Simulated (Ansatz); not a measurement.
# C9H14BF4N (N-butylpyridinium tetrafluoroborate): the cost of one run

Computed with Ansatz 0.2.0, Gaussian basis. Level: the settings change from run to run.

4 further runs of the same task are left out: 4 that didn't finish. Runs told in other sessions of the task aren't counted.

### 1 The relaxed structure

An earlier r2SCAN-D4/def2-SVP relaxation fixed the geometry.

SMILES `CCCC[n+]1ccccc1.F[B-](F)(F)F`, 29 atoms, charge 0, spin multiplicity 1.

Atoms are counted from 1 here; the program's logs count them from 0.

Bond lengths: C1–C2 1.524 Å, C1–H11 1.102 Å, C1–H12 1.100 Å, C1–H13 1.102 Å, C2–C3 1.527 Å, C2–H14 1.105 Å, C2–H15 1.105 Å, C3–C4 1.523 Å, C3–H16 1.106 Å, C3–H17 1.106 Å, C4–N5 1.478 Å, C4–H18 1.098 Å, C4–H19 1.098 Å, N5–C6 1.348 Å, N5–C10 1.349 Å, C6–C7 1.385 Å, C6–H20 1.090 Å, C7–C8 1.395 Å and more. Angles: C2–C1–H11 111.3°, C2–C1–H12 111.3°, C2–C1–H13 111.3°, H11–C1–H12 107.6°, H11–C1–H13 107.5°, H12–C1–H13 107.6°, C1–C2–C3 112.8°, C1–C2–H14 110.0°, C1–C2–H15 109.9°, C3–C2–H14 109.1°, C3–C2–H15 109.0°, H14–C2–H15 105.8°, C2–C3–C4 111.4°, C2–C3–H16 109.8°, C2–C3–H17 109.8°, C4–C3–H16 109.8°, C4–C3–H17 109.7°, H16–C3–H17 106.3° and more.

### 2 B3LYP5/def2-mTZVP

Options: atoms shaken by 0.03 Å, a point charge of -1.00 e beside it.

in.yaml reads:

```yaml
crystal:
  periodic: [false, false, false]
  atoms:
    - {symbol: C, position_ang: [-4.143736, 0.845924, 0.881189]}
    - {symbol: C, position_ang: [-3.109146, 0.018713, 0.173520]}
    - {symbol: C, position_ang: [-1.665713, 0.530481, 0.519602]}
    - {symbol: C, position_ang: [-0.593893, -0.379211, -0.235596]}
    - {symbol: N, position_ang: [0.784729, 0.111499, 0.025856]}
    - {symbol: C, position_ang: [1.350983, 1.024861, -0.760779]}
    - {symbol: C, position_ang: [2.617054, 1.458769, -0.496527]}
    - {symbol: C, position_ang: [3.334465, 0.959280, 0.635807]}
    - {symbol: C, position_ang: [2.659800, -0.008695, 1.412241]}
    - {symbol: C, position_ang: [1.355406, -0.454063, 1.077805]}
    - {symbol: H, position_ang: [-4.061840, 0.769193, 2.016168]}
    - {symbol: H, position_ang: [-5.143722, 0.485784, 0.621541]}
    - {symbol: H, position_ang: [-4.056147, 1.861015, 0.596635]}
    - {symbol: H, position_ang: [-3.144412, -1.044780, 0.374633]}
    - {symbol: H, position_ang: [-3.237809, 0.097856, -0.953165]}
    - {symbol: H, position_ang: [-1.509838, 0.418365, 1.581092]}
    - {symbol: H, position_ang: [-1.550585, 1.534766, 0.225992]}
    - {symbol: H, position_ang: [-0.667396, -1.412204, 0.028860]}
    - {symbol: H, position_ang: [-0.741018, -0.230767, -1.297389]}
    - {symbol: H, position_ang: [0.744705, 1.386773, -1.550313]}
    - {symbol: H, position_ang: [3.057881, 2.248071, -1.137533]}
    - {symbol: H, position_ang: [4.350488, 1.359679, 0.809931]}
    - {symbol: H, position_ang: [3.208652, -0.464758, 2.250793]}
    - {symbol: H, position_ang: [0.886636, -1.219141, 1.640126]}
    - {symbol: F, position_ang: [2.321313, -3.033117, -2.586773]}
    - {symbol: B, position_ang: [1.909397, -2.105619, -1.713471]}
    - {symbol: F, position_ang: [2.990349, -1.349486, -1.196722]}
    - {symbol: F, position_ang: [1.062888, -1.115947, -2.426435]}
    - {symbol: F, position_ang: [1.138525, -2.601719, -0.604108]}
basis:
  gaussian: {orbitals: def2-mTZVP, point_charges: [{charge: -1.00, position_ang: [8.151, 0.810, -0.983]}]}
hamiltonian: {xc: {name: B3LYP5}}
scf: {omitted_lower_state_checks: [starts]}
```

The run is started by

```
$ ansatz run in.yaml --threads 4 --pin off --events-out ev --progress --plain --max-ram 6963MiB
```

**Question.** How long does this run take on 4 threads of Arm Neoverse N1, shared host, and how much memory does it need?

About 23 s, with a peak of 1.6 GiB.
